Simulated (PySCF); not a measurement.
# C4H2N2O: reorganisation energies

What do calculations give for the reorganisation energies of C4H2N2O (`N#Cc1ncco1`)?

Programs: PySCF 2.14.0, with routines of our own; each step states its level. All values are computed. Atoms count from 0.

## 1. The system as given

9 atoms, charge 0, multiplicity 1; geometry from: GFN2-xTB.

## 2. Optimising the geometry at CAM-B3LYP/def2-SVP

What the job is given:

```
{"job": {"xc": "CAM-B3LYP", "basis": "def2-SVP", "grid": 1, "kind": "geom"}, "charge": 0, "multiplicity": 1}
N      3.316456    -0.406717    -0.173038
C      2.178990    -0.285925    -0.128314
C      0.777859    -0.140023    -0.075173
N     -0.096529    -0.916381    -0.652590
C     -1.302335    -0.394040    -0.326600
C     -1.103092     0.707299     0.456356
O      0.216534     0.872194     0.618812
H     -2.212332    -0.837853    -0.671392
H     -1.761988     1.407440     0.926759
```

Started as:

```sh
$ OMP_NUM_THREADS=1 python excited_run.py task.json out
```

The driver reads the jobs from task.json and runs them one after another.

Output:

```text
step   0  E = -337.89821500  max force = 0.023307
step   1  E = -337.89451157  max force = 0.014711
step   2  E = -337.89801873  max force = 0.012355
step   3  E = -337.89849763  max force = 0.014768
step   4  E = -337.89957373  max force = 0.007940
step   5  E = -337.89963366  max force = 0.005884
step   6  E = -337.89987836  max force = 0.001569
step   7  E = -337.89988522  max force = 0.001205
step   8  E = -337.89989364  max force = 0.000294
optimisation converged
```

Wall time 41 s (1 thread of Arm Neoverse V1, shared host); peak memory 0.52 GiB.

Step by step: (the energy doesn't fall at every step)

```csv
step,energy from step 0 (eV),largest force component (eV/Å)
0,0.0000,1.1985
1,0.1008,0.7565
2,0.0053,0.6353
3,-0.0077,0.7594
4,-0.0370,0.4083
5,-0.0386,0.3026
6,-0.0453,0.0807
7,-0.0454,0.0620
8,-0.0457,0.0151
```

Distances of close pairs at the start and the end, largest changes first:

```csv
bond,before (Å),after (Å),change (Å)
N3–C4,1.354,1.374,+0.020
C1–C2,1.410,1.429,+0.020
C4–H7,1.070,1.087,+0.018
C5–H8,1.070,1.086,+0.015
C2–N3,1.304,1.292,-0.012
C5–O6,1.340,1.350,+0.010
N0–C1,1.145,1.153,+0.008
C4–C5,1.366,1.359,-0.006
```

The final coordinates are the input of the step that follows.

```csv
at the end point,value
point group (found at 0.08 Å tolerance),Cs
"rotational constants (GHz, main isotopes)","9.745, 2.103, 1.729"
dipole moment (D),4.62
```

## 3. Relaxation after adding or removing an electron (C₄H₂N₂O+ (doublet)): UKS CAM-B3LYP/def2-SVP

What the job is given:

```
{"job": {"kind": "ionopt", "ions": [1], "xc": "CAM-B3LYP", "basis": "def2-SVP", "grid": 1}, "charge": 1, "multiplicity": 2}
N      3.293613    -0.305550    -0.602711
C      2.163300    -0.236683    -0.385479
C      0.762495    -0.156583    -0.112904
N     -0.006184    -1.081452     0.359029
C     -1.246696    -0.494986     0.426514
C     -1.150845     0.784762    -0.022079
O      0.134465     1.006834    -0.369581
H     -2.121057    -1.027779     0.792480
H     -1.848820     1.606262    -0.150061
```

With the program's defaults for keys left out, this is: UKS CAM-B3LYP/def2-SVP geometry optimisation of the ion from the geometry of its parent, gas phase.

Output:

```text
step       E/Eh        max force   <S^2>
  0    -337.51666816   0.090596   0.7690
  1    -337.53079442   0.012725   0.7804
  2    -337.53244726   0.008414   0.7796
  3    -337.53306444   0.005569   0.7791
  4    -337.53321639   0.004329   0.7789
  5    -337.53333869   0.001963   0.7789
  6    -337.53337660   0.001440   0.7789
  7    -337.53337992   0.000584   0.7790
  8    -337.53338299   0.000153   0.7790
optimisation converged
```

Wall time 72 s (1 thread of Arm Neoverse V1, shared host); peak memory 0.54 GiB.

In short:

```csv
quantity,value
geometry moved (RMSD),0.029 Å
⟨S²⟩,0.779
```

Bonds of the start that changed most:

```csv
bond,start (Å),end (Å)
C4–C5,1.359,1.440
N3–C4,1.374,1.322
C5–O6,1.350,1.307
C2–N3,1.292,1.321
C1–C2,1.429,1.402
O6–C2,1.347,1.374
```

Mulliken spin populations:

```csv
atom,value (e)
N0,0.28
C1,-0.16
C2,0.35
N3,-0.09
C4,0.25
C5,0.45
O6,-0.05
H7,-0.01
H8,-0.02
```

## 4. Relaxation after adding or removing an electron (C4H2N2O− (doublet)): UKS CAM-B3LYP/def2-SVP

The job, as its differences from that of step 3:

```diff
@@ -1,2 +1,2 @@
-{"job": {"kind": "ionopt", "ions": [1], "xc": "CAM-B3LYP", "basis": "def2-SVP", "grid": 1}, "charge": 1, "multiplicity": 2}
+{"job": {"kind": "ionopt", "ions": [-1], "xc": "CAM-B3LYP", "basis": "def2-SVP", "grid": 1}, "charge": -1, "multiplicity": 2}
 N      3.293613    -0.305550    -0.602711
```

With the program's defaults for keys left out, this is: UKS CAM-B3LYP/def2-SVP geometry optimisation of the ion from the geometry of its parent, gas phase.

Output:

```text
step       E/Eh        max force   <S^2>
  0    -337.87732689   0.116552   0.7700
  1    -337.88534036   0.046278   0.7773
  2    -337.89112495   0.017977   0.7745
  3    -337.89510896   0.011654   0.7731
  4    -337.89579246   0.004710   0.7732
  5    -337.89604022   0.004076   0.7736
  6    -337.89606265   0.005272   0.7738
  7    -337.89616935   0.001445   0.7737
  8    -337.89617537   0.000931   0.7737
  9    -337.89617943   0.000349   0.7737
optimisation converged
```

It took 83 s on 1 thread of Arm Neoverse V1, shared host; peak memory 0.59 GiB.

From this job:

```csv
quantity,value
geometry moved (RMSD),0.032 Å
⟨S²⟩,0.774
```

Bonds of the start that changed most:

```csv
bond,start (Å),end (Å)
C2–N3,1.292,1.359
O6–C2,1.347,1.406
C1–C2,1.429,1.386
C5–O6,1.350,1.380
N0–C1,1.153,1.179
N3–C4,1.374,1.348
```

## 5. Reorganisation energies: UKS CAM-B3LYP/def2-SVP

The job, as its differences from that of step 4:

```diff
@@ -1,2 +1,2 @@
-{"job": {"kind": "ionopt", "ions": [-1], "xc": "CAM-B3LYP", "basis": "def2-SVP", "grid": 1}, "charge": -1, "multiplicity": 2}
+{"job": {"kind": "reorg", "ions": [1, -1], "xc": "CAM-B3LYP", "basis": "def2-SVP", "grid": 1}, "charge": 0, "multiplicity": 1}
 N      3.293613    -0.305550    -0.602711
```

Level: UKS CAM-B3LYP/def2-SVP four-point reorganisation energy, gas phase.

Output:

```text
final grid: 41088 points
cycle   1  E = -337.7846753952  dE =  1.607e+00  |g| = 6.991e-01  |ddm| = 3.962e+00
cycle   2  E = -337.6386817301  dE =  1.460e-01  |g| = 1.122e+00  |ddm| = 1.918e+00
cycle   3  E = -337.8961068090  dE = -2.574e-01  |g| = 1.345e-01  |ddm| = 9.931e-01
cycle   4  E = -337.8988732294  dE = -2.766e-03  |g| = 6.964e-02  |ddm| = 1.842e-01
cycle   5  E = -337.8998697513  dE = -9.965e-04  |g| = 1.002e-02  |ddm| = 6.422e-02
cycle   6  E = -337.8998908049  dE = -2.105e-05  |g| = 3.016e-03  |ddm| = 1.599e-02
cycle   7  E = -337.8998932710  dE = -2.466e-06  |g| = 1.081e-03  |ddm| = 5.359e-03
cycle   8  E = -337.8998935331  dE = -2.621e-07  |g| = 6.166e-04  |ddm| = 1.640e-03
cycle   9  E = -337.8998936345  dE = -1.014e-07  |g| = 1.271e-04  |ddm| = 8.648e-04
cycle  10  E = -337.8998936402  dE = -5.766e-09  |g| = 8.868e-05  |ddm| = 2.186e-04
cycle  11  E = -337.8998936426  dE = -2.347e-09  |g| = 1.307e-05  |ddm| = 1.290e-04
cycle  12  E = -337.8998936427  dE = -1.530e-10  |g| = 5.491e-06  |ddm| = 4.329e-05
converged SCF energy = -337.8998936427

hole transfer: vertical 10.2132 eV, relaxation of the ion converged
  adiabatic 9.9733 eV, lambda(ion) 0.2400, lambda(parent) 0.2317, total 0.4717 eV

electron transfer: vertical -0.4022 eV, relaxation of the ion converged
  adiabatic -0.1011 eV, lambda(ion) 0.3012, lambda(parent) 0.3003, total 0.6014 eV
```

Run time: 3.2 s. Hardware: 1 thread of Arm Neoverse V1, shared host; peak memory 0.59 GiB.

## 6. Summary of results

| quantity | value |
| --- | --- |
| point group | Cs |
| rotational constants (main isotopes) | 9.75, 2.10, 1.73 GHz |
| geometry moved (RMSD) (step 3, UKS CAM-B3LYP/def2-SVP) | 0.029 Å |
| geometry moved (RMSD) (step 4, UKS CAM-B3LYP/def2-SVP) | 0.032 Å |
| hole reorganisation energy (step 5, UKS CAM-B3LYP/def2-SVP) | 0.4717 eV |
| electron reorganisation energy (step 5, UKS CAM-B3LYP/def2-SVP) | 0.6014 eV (the anion is unbound at the neutral's geometry) |

In words: Over 8 steps the energy fell by 0.046 eV; of the close pairs, N3–C4 changed most, 1.354 to 1.374 Å. In step 3 (relaxation after adding or removing an electron), among the bonds C4–C5 changes most, from 1.359 to 1.440 Å. The extra electron is unbound or barely bound here, so the anion's values hang on the basis. In step 4 (relaxation after adding or removing an electron), among the bonds C2–N3 changes most, from 1.292 to 1.359 Å.
